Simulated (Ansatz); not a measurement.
# CH₄ClInS: up Jacob's ladder to CCSD(T)

An exercise on one series of results from a longer session: the logs are not shown, and one member is left open.

Program: Ansatz 0.2.0, Gaussian basis. Level of theory: functionals in def2-TZVPP, the program's frozen cores in correlated methods. These are calculated values, not measurements.

The runs, in order: LDA (SPW92), PBE-D4, revPBE-D4, BLYP-D4, r2SCAN-D4, B97M-V, PBE0-D4, B3LYP-D4, r2SCANh-D4, r2SCAN0-D4, HSE06-D4, BHLYP-D4, CAM-B3LYP-D4, LC-ωPBE, ωB97X-V, ωB97M-V, B2PLYP, PBE-QIDH; CCSD(T)/def2-SVP; CCSD(T)/def2-TZVPP; MP2/def2-QZVPP; extrapolation to the limit; RPA on PBE.

1 further run of the same task is left out (for a known fault of the program).

### The geometry

An earlier PBE0-D4 in a triple-zeta def2 set relaxation fixed the geometry. In takes the def2 core potential; no spin-orbit term is included.

SMILES `[CH3][In]([SH])[Cl]`, 8 atoms, charge 0, spin multiplicity 1.

Atoms are counted from 1 here; the program's logs count them from 0.

Bond lengths: C1–In2 2.129 Å, C1–H5 1.089 Å, C1–H6 1.090 Å, C1–H7 1.090 Å, In2–S3 2.373 Å, In2–Cl4 2.345 Å, S3–H8 1.344 Å. Angles: In2–C1–H5 109.0°, In2–C1–H6 109.4°, In2–C1–H7 109.6°, H5–C1–H6 109.9°, H5–C1–H7 110.0°, H6–C1–H7 109.0°, C1–In2–S3 130.2°, C1–In2–Cl4 119.2°, S3–In2–Cl4 110.6°, In2–S3–H8 92.2°.

Set-up of the first run:

in.yaml

```yaml
crystal:
  periodic: [false, false, false]
  atoms:
    - {symbol: C, position_ang: [-0.140065, 1.518766, -0.451334]}
    - {symbol: In, position_ang: [-0.068529, -0.535010, 0.106507]}
    - {symbol: S, position_ang: [1.651475, -1.774376, 1.173762]}
    - {symbol: Cl, position_ang: [-1.915315, -1.907227, -0.344545]}
    - {symbol: H, position_ang: [-1.078452, 1.713901, -0.967535]}
    - {symbol: H, position_ang: [-0.072993, 2.139505, 0.442169]}
    - {symbol: H, position_ang: [0.700014, 1.748490, -1.106547]}
    - {symbol: H, position_ang: [0.923865, -2.904049, 1.147514]}
basis:
  gaussian: {orbitals: def2-TZVPP}
hamiltonian: {xc: lda}
output: {orbitals: {seedname: orbitals}}
```

Started as:

```
> ansatz run in.yaml --threads 4 --pin off --events-out ev --progress --plain --max-ram 10444MiB
```

Steps of the session up to this table: LDA; PBE-D4 (GGA); revPBE-D4 (GGA); BLYP-D4 (GGA); r2SCAN-D4 (meta-GGA); B97M-V (meta-GGA); PBE0-D4 (hybrid); B3LYP-D4 (hybrid); r2SCANh-D4 (hybrid); r2SCAN0-D4 (hybrid); HSE06-D4 (hybrid); BHLYP-D4 (hybrid); CAM-B3LYP-D4 (range-separated); LC-ωPBE (range-separated); ωB97X-V (range-separated); ωB97M-V (range-separated); B2PLYP (double hybrid); PBE-QIDH (double hybrid).

One of the session's tables, all rows but one given; the rest of the session is left out.

It belongs to the step «Orbital energies across the functionals». 

| functional | HOMO (eV) | LUMO (eV) | gap (eV) |
| --- | --- | --- | --- |
| LDA (SPW92) | -6.60 | -2.39 | 4.22 |
| PBE-D4 | -6.45 | -2.12 | 4.33 |
| revPBE-D4 | -6.39 | -2.01 | 4.39 |
| BLYP-D4 | -6.28 | -2.07 | 4.21 |
| r2SCAN-D4 | -6.74 | -1.87 | 4.87 |
| B97M-V | -6.79 | -1.95 | 4.84 |
| PBE0-D4 | -7.66 | -1.25 | 6.40 |
| B3LYP-D4 | -7.40 | -1.56 | 5.84 |
| r2SCANh-D4 | -7.18 | -1.57 | 5.62 |
| r2SCAN0-D4 | -7.85 | -1.12 | 6.73 |
| HSE06-D4 | ? | ? | ? |
| BHLYP-D4 | -8.71 | -0.59 | 8.12 |
| CAM-B3LYP-D4 | -8.97 | -0.43 | 8.54 |
| LC-ωPBE | -10.40 | 0.67 | 11.07 |
| ωB97X-V | -10.02 | 0.53 | 10.55 |
| ωB97M-V | -9.85 | 0.27 | 10.12 |

Q: Estimate the row for HSE06-D4 from the others.

The run gave: HOMO (eV): -7.26; LUMO (eV): -1.62; gap (eV): 5.64. In the column «HOMO (eV)» it lies between B3LYP-D4 (-7.40) and r2SCANh-D4 (-7.18).
